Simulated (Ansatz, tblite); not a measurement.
# [ReS4]-: a ladder of methods and basis sets

One table from this session's results is given with a row withheld; the runs are named, their logs left out.

The runs use Ansatz 0.2.0, Gaussian basis; as each input shows.

The runs, in order: GFN1-xTB, GFN2-xTB, PBE-D4/def2-TZVPD, r2SCAN-D4/def2-TZVPD, LC-ωPBE/def2-TZVPD, HF/def2-TZVPD, LDA/def2-TZVPD, BHLYP-D4/def2-TZVPD, HSE06-D4/def2-TZVPD, CAM-B3LYP-D4/def2-TZVPD, ωB97X-V/def2-TZVPD, PBE-D4/def2-SVPD, PBE0-D4/def2-SVPD, CCSD(T)/def2-SVPD, MP2/def2-TZVPD, RPA/def2-TZVPD.

## The geometry

The singlet was relaxed beforehand with PBE0-D4/def2-SVPD.

5 atoms, charge -1, spin multiplicity 1.

Bond lengths: Re1–S2 2.149 Å, Re1–S3 2.149 Å, Re1–S4 2.149 Å, Re1–S5 2.149 Å. Angles: S2–Re1–S3 109.5°, S2–Re1–S4 109.4°, S2–Re1–S5 109.6°, S3–Re1–S4 109.5°, S3–Re1–S5 109.4°, S4–Re1–S5 109.5°.

Formally the metal is d0. Re takes a core potential in the def2 sets. No spin-orbit coupling is included. The ion is computed in the gas phase, without counter-ions or solvent.

PBE0-D4/def2-TZVPD was run before; its log isn't repeated, and its numbers join the tables.

The first run:

Tight binding, by tblite at 300 K electronic temperature and without a spin-polarisation term:

```python
tblite.interface.Calculator('GFN1-xTB', numbers, positions, charge=-1, uhf=0).singlepoint()
```

Tight binding, by tblite at 300 K electronic temperature and without a spin-polarisation term:

```python
tblite.interface.Calculator('GFN2-xTB', numbers, positions, charge=-1, uhf=0).singlepoint()
```

start.molden holds the orbitals of an earlier run on this state, given as this run's starting guess.

in.yaml

```yaml
crystal:
  periodic: [false, false, false]
  atoms:
    - {symbol: Re, position_ang: [0.000012, -0.000047, 0.000066]}
    - {symbol: S, position_ang: [0.010549, -0.015628, 2.149379]}
    - {symbol: S, position_ang: [2.023083, 0.008745, -0.725900]}
    - {symbol: S, position_ang: [-1.021382, 1.758156, -0.696574]}
    - {symbol: S, position_ang: [-1.012261, -1.751226, -0.726981]}
basis:
  gaussian: {orbitals: def2-TZVPD, initial_orbitals: start.molden}
total_charge: -1
hamiltonian: {xc: pbe, dispersion: d4}
scf: {omitted_lower_state_checks: [starts]}
output: {orbitals: {seedname: orbitals}}
```

The run is started by

```bash
ansatz run in.yaml --threads 4 --pin off --events-out ev --progress --plain --max-ram 3916MiB
```

Among the steps run: PBE-D4/def2-TZVPD; r2SCAN-D4/def2-TZVPD; LC-ωPBE/def2-TZVPD; HF/def2-TZVPD; LDA/def2-TZVPD; BHLYP-D4/def2-TZVPD; HSE06-D4/def2-TZVPD; CAM-B3LYP-D4/def2-TZVPD; ωB97X-V/def2-TZVPD; PBE-D4/def2-SVPD; PBE0-D4/def2-SVPD; CCSD(T)/def2-SVPD; MP2/def2-TZVPD; RPA/def2-TZVPD.

One of the session's tables, all rows but one given; the rest of the session is left out.

| level | HOMO (eV) | LUMO (eV) | gap (eV) |
| --- | --- | --- | --- |
| HF/def2-TZVPD | -4.79 | 3.64 | 8.43 |
| LDA/def2-TZVPD | ? | ? | ? |
| PBE-D4/def2-SVPD | -1.75 | 0.37 | 2.12 |
| PBE-D4/def2-TZVPD | -1.67 | 0.46 | 2.13 |
| r2SCAN-D4/def2-TZVPD | -1.90 | 0.43 | 2.33 |
| PBE0-D4/def2-SVPD | -2.73 | 0.88 | 3.61 |
| PBE0-D4/def2-TZVPD | -2.64 | 0.99 | 3.63 |
| HSE06-D4/def2-TZVPD | -2.26 | 0.64 | 2.90 |
| BHLYP-D4/def2-TZVPD | -3.46 | 1.68 | 5.15 |
| CAM-B3LYP-D4/def2-TZVPD | -3.74 | 1.87 | 5.61 |
| LC-ωPBE/def2-TZVPD | -4.95 | 2.71 | 7.65 |
| ωB97X-V/def2-TZVPD | -4.65 | 2.70 | 7.35 |

Q: Estimate the row for LDA/def2-TZVPD from the others.

As computed: HOMO (eV): -1.80; LUMO (eV): 0.32; gap (eV): 2.12. In the column «HOMO (eV)» it lies between r2SCAN-D4/def2-TZVPD (-1.90) and PBE-D4/def2-SVPD (-1.75).
